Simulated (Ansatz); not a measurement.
# HfSiH3+ (septet): wave-function methods side by side, def2-SVP

The task here is to estimate one member of a computed series from the others.

Computed with Ansatz 0.2.0, Gaussian basis. Level: def2-SVP, core rule «outside noble gas», up to 9 orbitals frozen.

Plan: UHF; CCSD(T) on ROHF; CCSD(T) on UHF; CISD as a restricted active space (open shells left free, so some higher excitations enter); CCSDT(Q) on ROHF; CCSDT(Q) on UHF; CASSCF and NEVPT2, 10 electrons in 11 orbitals.

20 further runs of the same task are left out: 4 that didn't finish, 16 set aside as unsound or not needed. Runs told in other sessions of the task aren't counted.

## What is computed

The geometry is a PBE0/def2-TZVP stationary point (not a proven minimum) of the parent state, kept for this charge and spin. No spin-orbit coupling is included. Elements past krypton take def2 core potentials.

5 atoms, charge 1, spin multiplicity 7.

Atoms are counted from 1 here; the program's logs count them from 0.

Bond lengths: Hf1–Si2 2.795 Å, Si2–H3 1.495 Å, Si2–H4 1.495 Å, Si2–H5 1.495 Å. Angles: Hf1–Si2–H3 110.0°, Hf1–Si2–H4 106.2°, Hf1–Si2–H5 110.0°, H3–Si2–H4 110.3°, H3–Si2–H5 110.0°, H4–Si2–H5 110.3°.

The first run:

in.yaml reads:

```yaml
crystal:
  periodic: [false, false, false]
  atoms:
    - {symbol: Hf, position_ang: [0.000000, -0.000179, 0.421687]}
    - {symbol: Si, position_ang: [0.000000, -0.000820, -2.372815]}
    - {symbol: H, position_ang: [1.224151, -0.689841, -2.882975]}
    - {symbol: H, position_ang: [-0.000057, 1.434267, -2.791360]}
    - {symbol: H, position_ang: [-1.224097, -0.689938, -2.882975]}
basis:
  gaussian: {orbitals: def2-SVP}
total_charge: 1
magnetization: {spin_polarized: true, initial_magnetization: 6}
hamiltonian: {xc: hf}
output: {orbitals: {seedname: orbitals}}
```

Run with:

```sh
> ansatz run in.yaml --threads 1 --pin off --events-out ev --progress --plain --max-ram 2393MiB
```

Steps of the session up to this table: UHF; CCSD(T) on ROHF; CCSD(T) on UHF; CISD as a restricted active space (open shells left free, so some higher excitations enter); CCSDT(Q) on ROHF; CCSDT(Q) on UHF; CASSCF and NEVPT2, 10 electrons in 11 orbitals.

One of the session's tables, all rows but one given; the rest of the session is left out.

It belongs to the step «Misses and costs». 

```
         method  from RCCSDT(Q) (meV)
            UHF               +3916.1
           RMP2                     ?
           UMP2               +1064.3
          RCCSD                +182.0
          UCCSD                 +98.7
       RCCSD(T)                 +52.2
       UCCSD(T)                 -22.9
         RCCSDT                  +8.0
         UCCSDT                 -69.0
      RCCSDT(Q)                     0
      UCCSDT(Q)                 -77.1
CASSCF frontier               +2881.7
NEVPT2 frontier               +1041.7
```

**Question.** Estimate the row for RMP2.

**Answer.** from RCCSDT(Q) (meV): +1083.8. In the column «from RCCSDT(Q) (meV)» it lies between UMP2 (+1064.3) and CASSCF frontier (+2881.7).

Not comparable, so not listed: CISD as a restricted active space (open shells left free, so some higher excitations enter) (they don't share determinant, frozen orbitals or solution with the rows shown, or repeat one).

Caveats from the session: Left out of the table: ROHF (another determinant or state than the rows shown). Warnings: coupled cluster took another determinant than the lowest. Restricted and unrestricted rows rest on different reference determinants; a gap between their highest levels can come from leftover correlation error, from unlike frozen cores or from another state.
